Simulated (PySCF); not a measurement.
# BiSF: other functionals and bases at one geometry

An exercise on one series of results from a longer session: the logs are not shown, and one member is left open.

Method: several levels, as the steps say, no spin–orbit coupling; program: PySCF 2.14.0.

1 further run of the same task is left out (for a known fault of the program).

## Where the work starts

3 atoms, charge 0, spin multiplicity 1.

Bond lengths: Bi1–S2 2.305 Å, Bi1–F3 2.051 Å. Angles: S2–Bi1–F3 103.9°.

Coordinates:

```xyz
3

Bi   -0.12008    0.00000   -0.49235
S     1.72292    0.00000    0.89126
F    -1.70938    0.00000    0.80411
```

Formal oxidation states: Bi +3. An earlier session relaxed this geometry at PBE0, Bi def2-SVP with ECP60, S def2-SVP, F def2-SVP (singlet, point group Cs).

At PBE0 on the finer grid: E = -712.256679 Eh, HOMO -7.22 eV, LUMO -3.59 eV, Mulliken charge on Bi1 +0.80 e, largest force component 0.023 eV/Å. 

Levels to run: wB97X; TPSSh; PBE0, TZVP. Hardware: 2 threads of Intel Xeon 6975P-C (Granite Rapids), shared host.

The first run:

run.py (the lines that set the calculation)

```python
mol = gto.M(atom='''
Bi    -0.12008     0.00000    -0.49235
S      1.72292     0.00000     0.89126
F     -1.70938     0.00000     0.80411''',
    basis={'Bi': 'def2-SVP', 'S': 'def2-SVP', 'F': 'def2-SVP'},
    ecp={'Bi': 'def2-SVP'},
    charge=0, spin=0)
mf = dft.RKS(mol, xc='WB97X')
mf.grids.atom_grid = (75, 302)
mf = mf.density_fit()  # fitting sets: Bi def2-universal-JKFIT, S def2-universal-JKFIT, F def2-universal-JKFIT
mf.conv_tol = 1e-08; mf.max_cycle = 55
mf.kernel(dm0)  # dm0: the density of the relaxed state
```

Command:

```bash
OMP_NUM_THREADS=2 python run.py
```

Steps of the session up to this table: wB97X; TPSSh; PBE0, TZVP.

One of the session's tables, all rows but one given; the rest of the session is left out.

| level | HOMO (eV) | gap (eV) | charge on Bi1 (e) | dipole (D) | largest force component (eV/Å) |
| --- | --- | --- | --- | --- | --- |
| PBE0 (relaxed here) | -7.22 | 3.62 | 0.80 | 4.17 | 0.02 |
| wB97X | -9.41 | 7.69 | 0.83 | 4.45 | 0.42 |
| TPSSh | -6.59 | 2.68 | 0.78 | 4.06 | 0.29 |
| PBE0, TZVP | ? | ? | ? | ? | ? |

Q: Estimate the row for PBE0, TZVP from the others.

The run gave: HOMO (eV): -7.39; gap (eV): 3.64; charge on Bi1 (e): 0.93; dipole (D): 4.24; largest force component (eV/Å): 0.63. In the column «HOMO (eV)» it lies between wB97X (-9.41) and PBE0 (relaxed here) (-7.22).

In one basis the HOMO–LUMO gap runs from 2.68 eV (TPSSh) to 7.69 eV (wB97X). The largest leftover force, 0.63 eV/Å with PBE0, TZVP, stands at a geometry relaxed at another level. Total energies of different levels can't be compared.
